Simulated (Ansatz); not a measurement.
# AlGaH (quartet): B3LYP, r2SCANh over a scan of the distance Al1–Ga2, 6-31G

Aim: run AlGaH (quartet) with these functionals over a scan of the distance Al1–Ga2, and hold them against the top wave-function level at the same points.

Program: Ansatz 0.2.0, Gaussian basis. Level of theory: 6-31G, all electrons in the functionals. These are calculated values, not measurements.

To be run: B3LYP, r2SCANh, at 1.892 Å; 2.128 Å; 2.308 Å; 2.490 Å; 2.841 Å; 3.141 Å; 3.665 Å; 4.228 Å; 4.966 Å; 6.218 Å; 7.933 Å.

16 further runs of the same task are left out: 14 that didn't finish, 2 set aside as unsound or not needed.

## (1) The system

The geometry derives from a PBE0/def2-TZVP stationary point (not a proven minimum). One bond is set to the value named and the two fragments are kept rigid. No spin-orbit coupling is included. The filled d shell of Ga may be among the frozen orbitals whatever the setting's name suggests; the logs give the count.

3 atoms, charge 0, spin multiplicity 4.

Atoms are counted from 1 here; the program's logs count them from 0.

Bond lengths: Al1–Ga2 2.308 Å, Ga2–H3 1.559 Å. Angles: Al1–Ga2–H3 180.0°.

No dispersion term is added. B3LYP takes the VWN-RPA correlation.

The geometry shown and the zero of energy belong to the point 2.308 Å. The yardstick, FCI, and other wave-function levels (R restricted, U unrestricted, valence and pair active spaces) come from earlier runs.

## (2) B3LYP, 1.892 Å

in.yaml

```yaml
crystal:
  periodic: [false, false, false]
  atoms:
    - {symbol: Al, position_ang: [0.000000, 0.000000, 1.780900]}
    - {symbol: Ga, position_ang: [0.000000, 0.000000, -0.111100]}
    - {symbol: H, position_ang: [0.000000, 0.000000, -1.669800]}
basis:
  gaussian: {orbitals: 6-31G}
magnetization: {spin_polarized: true, initial_magnetization: 3}
hamiltonian: {xc: {name: B3LYP}}
```

Command:

```console
$ ansatz run in.yaml --threads 1 --pin off --events-out ev --progress --plain --max-ram 2393MiB
```

After this run come: B3LYP, 2.128 Å; B3LYP, 2.308 Å; B3LYP, 2.490 Å; B3LYP, 2.841 Å; B3LYP, 3.141 Å; B3LYP, 3.665 Å; B3LYP, 4.228 Å; B3LYP, 4.966 Å; B3LYP, 6.218 Å; B3LYP, 7.933 Å; r2SCANh, 1.892 Å; r2SCANh, 2.128 Å; r2SCANh, 2.308 Å; r2SCANh, 2.490 Å; r2SCANh, 2.841 Å; r2SCANh, 3.141 Å; r2SCANh, 3.665 Å; r2SCANh, 4.228 Å; r2SCANh, 4.966 Å; r2SCANh, 6.218 Å; r2SCANh, 7.933 Å.

Before running them: what should the planned runs give, taken together? Wanted: span of the FCI curve; largest miss, B3LYP; largest miss, r2SCANh.

**Answer**, as computed:

| quantity | value |
| --- | --- |
| span of the FCI curve | 2.188 eV |
| largest miss, B3LYP | -0.367 eV (1.892 Å) |
| largest miss, r2SCANh | +0.745 eV (4.966 Å) |

In words: Of the functionals, B3LYP keep the smallest largest miss at the points compared (at most 0.367 eV) and r2SCANh strays most (0.745 eV, at 4.966 Å). Functionals and the yardstick converge differently with the basis, so part of each miss in 6-31G is the basis.
